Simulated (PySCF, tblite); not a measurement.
**C3H15GeNSi2: geometry, infrared bands and NMR shifts**

What infrared bands and NMR shifts should C3H15GeNSi2 (`CC(C)[SiH2][SiH2][GeH2][NH2]`) show?

Computed with tblite 0.8.0 and PySCF 2.14.0, with density-fitted response routines of our own, on a single molecule in the gas phase. Atoms count from 0, in the outputs and in this text.

**1. The starting structure**

22 atoms, charge 0, multiplicity 1; geometry from: force field or distance geometry start.

Bonds of the start (Å): C0–C1 1.51, C1–C2 1.53, C1–Si3 1.89, Si3–Si4 2.25, Si4–Ge5 2.31, Ge5–N6 1.87, C0–H7 1.11, C0–H8 1.11, C0–H9 1.12, C1–H10 1.12, C2–H11 1.10, C2–H12 1.11, C2–H13 1.12, Si3–H14 1.46, Si3–H15 1.47, Si4–H16 1.48, Si4–H17 1.46, Ge5–H18 1.54, Ge5–H19 1.56, N6–H20 1.04, N6–H21 1.04.

**2. Relaxing the molecule with GFN2-xTB**

The job: settings as JSON, then the geometry in Å.

```
{"job": {"kind": "relax", "xc": "GFN2-xTB", "basis": "xTB"}, "charge": 0, "multiplicity": 1}
C     -2.070000    -0.044700    -1.798900
C     -1.215100    -0.204900    -0.560100
C     -2.064800    -0.501400     0.682600
Si    -0.167000     1.340600    -0.287500
Si     1.247000     1.013400     1.426600
Ge     2.339200    -0.994900     1.096100
N      3.104700    -1.011100    -0.607000
H     -1.433000     0.141600    -2.684700
H     -2.774100     0.809600    -1.677500
H     -2.672900    -0.966600    -1.974200
H     -0.522300    -1.066700    -0.712500
H     -1.435900    -0.674600     1.570500
H     -2.685500    -1.412100     0.522700
H     -2.754800     0.351400     0.884900
H      0.612100     1.608400    -1.493300
H     -1.039300     2.484300     0.018700
H      2.224400     2.117800     1.462800
H      0.496700     0.959300     2.682600
H      1.319700    -2.148700     1.222200
H      3.458200    -1.158500     2.174900
H      3.702200    -0.156800    -0.668700
H      2.319900    -0.882400    -1.280900
```

The run is started by

```
$ OMP_NUM_THREADS=1 python probes_run.py task.json out
```

The driver reads the jobs from task.json and runs them one after another.

**Question.** This job is followed by: GFN2-xTB harmonic vibrations, gas phase; GIAO PBE0/pcSseg-1 NMR shielding, non-relativistic, gas phase. What will the session give for the following? strongest single infrared mode (GFN2-xTB); zero-point energy (GFN2-xTB); ¹³C shifts against TMS (PBE0/pcSseg-1, means over atoms taken as alike); ¹H shifts against TMS (PBE0/pcSseg-1, means over atoms taken as alike); ²⁹Si shifts against TMS (PBE0/pcSseg-1); ⁷³Ge shifts against GeMe4 (PBE0/pcSseg-1); ¹⁵N shifts against NH3 (PBE0/pcSseg-1); surface potential, 1st and 99th percentile.

As calculated:

| quantity | value |
| --- | --- |
| strongest single infrared mode (GFN2-xTB) | 1918 cm⁻¹, 627 km/mol |
| zero-point energy (GFN2-xTB) | 103.3 kcal/mol |
| ¹³C shifts against TMS (PBE0/pcSseg-1, means over atoms taken as alike) | 23.6, 17.4 ppm |
| ¹H shifts against TMS (PBE0/pcSseg-1, means over atoms taken as alike) | 4.90, 3.87, 3.36, 1.21, 1.13, -0.74 ppm |
| ²⁹Si shifts against TMS (PBE0/pcSseg-1) | -60.1, -125.3 ppm |
| ⁷³Ge shifts against GeMe4 (PBE0/pcSseg-1) | -132 ppm |
| ¹⁵N shifts against NH3 (PBE0/pcSseg-1) | -5.3 ppm |
| surface potential, 1st and 99th percentile | -1.43 V and 1.35 V |

What this shows: The optimisation took 106 steps and gained 0.416 eV; among the close pairs (by a distance rule), Si3–Si4 changed most, from 2.246 to 2.319 Å. No mode is imaginary among the 60: a minimum at this level. The strongest single mode, at 1918 cm⁻¹, moves mainly H19 and H18. Unscaled tight-binding wavenumbers are off by several per cent, some by more. Its intensities can rank the bands wrongly. At PBE0/pcSseg-1: Shielding is most anisotropic at Ge5 (span 365 ppm, paramagnetic term -1295 ppm). At PBE0/pcSseg-1, counted by nearest atom on the grid, the HOMO lies on N6 52 %; Si4 13 %, the LUMO on Si4 15 %; Ge5 13 %. Spin-orbit coupling is left out, which matters for shieldings and couplings at and beside the heavy atoms.
